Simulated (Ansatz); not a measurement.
# TiO: a relaxation

Aim: relax the cell and atoms of TiO.

Program: Ansatz 0.2.0. Level of theory: DFT r2SCAN+U, scalar-relativistic, plane waves, PAW. These are calculated values, not measurements.

### 1 Starting point

The structure is hexagonal, space group P-6m2 (No. 187). The conventional cell has a = 3.031 Å, b = 3.031 Å, c = 3.238 Å, α = 90.00°, β = 90.00°, γ = 120.00°. Ti (site symmetry -6m2) is surrounded by 6 O at 2.38 Å. O (site symmetry -6m2) is surrounded by 6 Ti at 2.38 Å.

As a file:

```
Ti O
1.0
     3.03100    0.00000    0.00000
    -1.51550    2.62492    0.00000
     0.00000    0.00000    3.23770
Ti O
1 1
Direct
  0.66667 0.33333 0.00000
  0.00000 0.00000 0.50000
```

The structure comes from the Crystallography Open Database.

(A quick probe on a coarse mesh, which set the mesh and smearing, is not shown.)

### 3 A loose first relaxation

File input.yaml:

```yaml
crystal:
  lattice:
    - [3.0309987015, 0.0, 0.0]
    - [-1.5154993507, 2.6249218743, 0.0]
    - [0.0, 0.0, 3.2377]
  atoms:
    - { symbol: Ti, position: [0.6666666667, 0.3333333333, 0.0], spin: 1.6 }
    - { symbol: O, position: [0.0, 0.0, 0.5] }
basis:
  ecutwfc: 500
kpoints:
  mp_grid: { grid: [6, 6, 6] }
hamiltonian:
  xc: r2scan
  hubbard: { sites: [{ species: Ti, l: d, u_eff: 4.0 }] }
scf:
  occupations: { method: gaussian, width: 0.1 }
output:
  forces: true
  stress: true
  eigenvalues: true
  populations: true
magnetization:
  spin_polarized: true
relax:
  adjacent_minimum: "off"
  f_tol: 0.05
  max_steps: 80
  cell: { stress_tol: 0.5 }
```

Command:

```console
ansatz run input.yaml --threads 1 --pin off --max-ram 2560MiB --backend cpu --events-out ev --progress --plain --runs-dir out
```

Further runs follow: relaxing cell and atoms; a reference point on a finer mesh.

Before running it: what results should come out? Wanted: relaxed cell; volume; total moment; gap on the mesh.

The runs gave:

```
            quantity                                                                       value
        relaxed cell  a = 3.015 Å, b = 3.015 Å, c = 2.891 Å, α = 90.00°, β = 90.00°, γ = 120.00°
space group (0.01 Å)                                                             P-6m2 (No. 187)
              volume                                                               11.38 Å³/atom
        total moment                                                                2.00 μB/cell
     gap on the mesh                                                                none (metal)
```

Relaxation lowered the volume by 11.6 %. The shape changed too: the edges of the input's cell moved by -0.5, -0.5, -10.7 %. The magnetic state reached may not be the lowest one.
